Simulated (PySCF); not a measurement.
# [Sm(CO)]2+: other functionals and bases at one geometry

An exercise on one series of results from a longer session: the logs are not shown, and one member is left open.

Computed with PySCF 2.14.0. Level: several levels, as the steps say, no spin–orbit coupling.

1 further run of the same task is left out (for a known fault of the program).

## Starting geometry

3 atoms, charge 2, spin multiplicity 1.

Bond lengths: Sm1–C2 2.873 Å, C2–O3 1.115 Å. Angles: Sm1–C2–O3 180.0°.

Coordinates:

```
Sm    0.00000    0.00000   -0.70023
C     0.00000    0.00000    2.17292
O     0.00000    0.00000    3.28838
```

Formal oxidation states: Sm +2. Each metal's 6 4f electrons lie in its core potential, so multiplicities, spins and levels count the valence alone. An earlier session relaxed this geometry at PBE0, Sm lcecp-0-SVP with ECP52, C def2-SVP, O def2-SVP (singlet, point group C∞v).

At PBE0 on the finer grid: E = -141.337981 Eh, frontier levels not given, since the 4f levels lie in the core, Mulliken charge on Sm1 +1.83 e, largest force component 0.002 eV/Å. 

Levels to run: wB97X; r2SCAN; PBE0, TZVP. Hardware: 2 threads of Arm Neoverse V1, shared host.

Set-up of the first run:

File run.py (the lines that set the calculation):

```python
mol = gto.M(atom='''
Sm     0.00000     0.00000    -0.70023
C      0.00000     0.00000     2.17292
O      0.00000     0.00000     3.28838''',
    basis={'Sm': 'lcecp-0-SVP', 'C': 'def2-SVP', 'O': 'def2-SVP'},
    ecp={'Sm': 'lcecp-0-SVP'},
    charge=2, spin=0)
mf = dft.RKS(mol, xc='WB97X')
mf.grids.atom_grid = (75, 302)  # f atoms: unpruned, at least (60, 302)
mf = mf.density_fit()  # fitting sets: Sm AutoAux, C def2-universal-JKFIT, O def2-universal-JKFIT
mf.conv_tol = 1e-08; mf.max_cycle = 55
mf.kernel(dm0)  # dm0: the density of the relaxed state
```

Launch:

```sh
> OMP_NUM_THREADS=2 python run.py
```

Steps of the session up to this table: wB97X; r2SCAN; PBE0, TZVP.

One of the session's tables, all rows but one given; the rest of the session is left out.

| level | charge on Sm1 (e) | dipole (D) | largest force component (eV/Å) |
| --- | --- | --- | --- |
| PBE0 (relaxed here) | 1.83 | 2.60 | 0.00 |
| wB97X | ? | ? | ? |
| r2SCAN | 1.84 | 2.59 | 0.66 |
| PBE0, TZVP | 1.88 | 2.56 | 0.66 |

Estimate the missing values for wB97X.

The run gave: charge on Sm1 (e): 1.84; dipole (D): 2.73; largest force component (eV/Å): 0.04.

The dipole of a charged species depends on the origin, so these sizes hold for this origin alone.

The largest leftover force, 0.66 eV/Å with r2SCAN, stands at a geometry relaxed at another level. With 4f in the core, its levels are missing from HOMO and gap, and its count is fixed, so no charge can pass from the ligands into it. Total energies of different levels can't be compared.
